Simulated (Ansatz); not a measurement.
# AlGaHCl (singlet): from Hartree-Fock to the top rungs, cc-pVDZ

The task here is to estimate one member of a computed series from the others.

The runs use Ansatz 0.2.0, Gaussian basis; cc-pVDZ, core rule «outside noble gas», up to 24 orbitals frozen.

The runs, in order: UHF; CCSD(T) on RHF; CCSD(T) on UHF; BCCD(T) on RHF; CISD; CCSDT(Q) on RHF; CCSDT(Q) on UHF; CASSCF and MRCISD+Q, 8 electrons in 8 orbitals; CASSCF and NEVPT4(SD), 8 electrons in 8 orbitals; CASSCF and NEVPT2, 8 electrons in 8 orbitals.

24 further runs of the same task are left out: 1 for a known fault of the program, 11 that didn't finish, 12 set aside as unsound or not needed.

### The geometry

The geometry is a PBE0/def2-TZVP stationary point (not a proven minimum) of the parent state, kept for this charge and spin. No spin-orbit coupling is included. The filled d shell of Ga may be among the frozen orbitals whatever the setting's name suggests; the logs give the count.

4 atoms, charge 0, spin multiplicity 1.

Atoms are counted from 1 here; the program's logs count them from 0.

Bond lengths: Al1–Ga2 2.481 Å, Ga2–Cl3 2.167 Å, Ga2–H4 1.565 Å. Angles: Al1–Ga2–Cl3 111.1°, Al1–Ga2–H4 129.5°, Cl3–Ga2–H4 119.4°.

As a file:

```mol
AlClGaH
  3D, bonds by distance, orders not assigned

  4  3  0  0  0  0  0  0  0  0999 V2000
    0.0000   -0.7317    2.1344 Al  0  0
    0.0000    0.6006    0.0419 Ga  0  0
    0.0000   -0.6855   -1.7026 Cl  0  0
    0.0000    2.1542   -0.1484 H   0  0
  1  2  8  0
  2  3  8  0
  2  4  8  0
M  END
```

Set-up of the first run:

Input file in.yaml:

```yaml
crystal:
  periodic: [false, false, false]
  atoms:
    - {symbol: Al, position_ang: [0.000000, -0.731650, 2.134388]}
    - {symbol: Ga, position_ang: [0.000000, 0.600560, 0.041906]}
    - {symbol: Cl, position_ang: [0.000000, -0.685503, -1.702572]}
    - {symbol: H, position_ang: [0.000000, 2.154230, -0.148441]}
basis:
  gaussian: {orbitals: cc-pVDZ}
magnetization: {spin_polarized: true, initial_magnetization: 0}
hamiltonian: {xc: hf}
output: {orbitals: {seedname: orbitals}}
```

The run is started by

```bash
ansatz run in.yaml --threads 1 --pin off --events-out ev --progress --plain --max-ram 2393MiB
```

Among the steps run: UHF; CCSD(T) on RHF; CCSD(T) on UHF; BCCD(T) on RHF; CISD; CCSDT(Q) on RHF; CCSDT(Q) on UHF; CASSCF and MRCISD+Q, 8 electrons in 8 orbitals; CASSCF and NEVPT4(SD), 8 electrons in 8 orbitals; CASSCF and NEVPT2, 8 electrons in 8 orbitals.

One table of the session follows, with a row left open; its other results are not shown here.

| method | from RCCSDT(Q) (kcal/mol) |
| --- | --- |
| RHF | +176.40 |
| UHF | +172.00 |
| RMP2 | +30.56 |
| UMP2 | +33.66 |
| RCCSD | +5.00 |
| UCCSD | +5.40 |
| RCCSD(T) | ? |
| UCCSD(T) | +1.26 |
| BCCD(T) | +0.98 |
| RCCSDT | +0.36 |
| UCCSDT | +0.43 |
| RCCSDT(Q) | 0 |
| UCCSDT(Q) | +0.03 |
| CASSCF frontier | +140.77 |
| NEVPT2 frontier | +26.91 |

**Question.** Estimate the row for RCCSD(T).

The run gave: from RCCSDT(Q) (kcal/mol): +1.00. In the column «from RCCSDT(Q) (kcal/mol)» it lies between BCCD(T) (+0.98) and UCCSD(T) (+1.26).

Not comparable, so not listed: CISD; CASSCF and MRCISD+Q, 8 electrons in 8 orbitals; CASSCF and NEVPT4(SD), 8 electrons in 8 orbitals (they don't share determinant, frozen orbitals or solution with the rows shown, or repeat one).

Limits of these values: The determinant is far from a pure spin state, so its energy mixes those of several spin states (harmless only where they are near-degenerate, as at dissociation). Restricted and unrestricted rows rest on different reference determinants; where their highest levels disagree by more than a few hundredths of an eV, they describe different states and don't form one ladder. Warnings in the runs' records: passed over end.
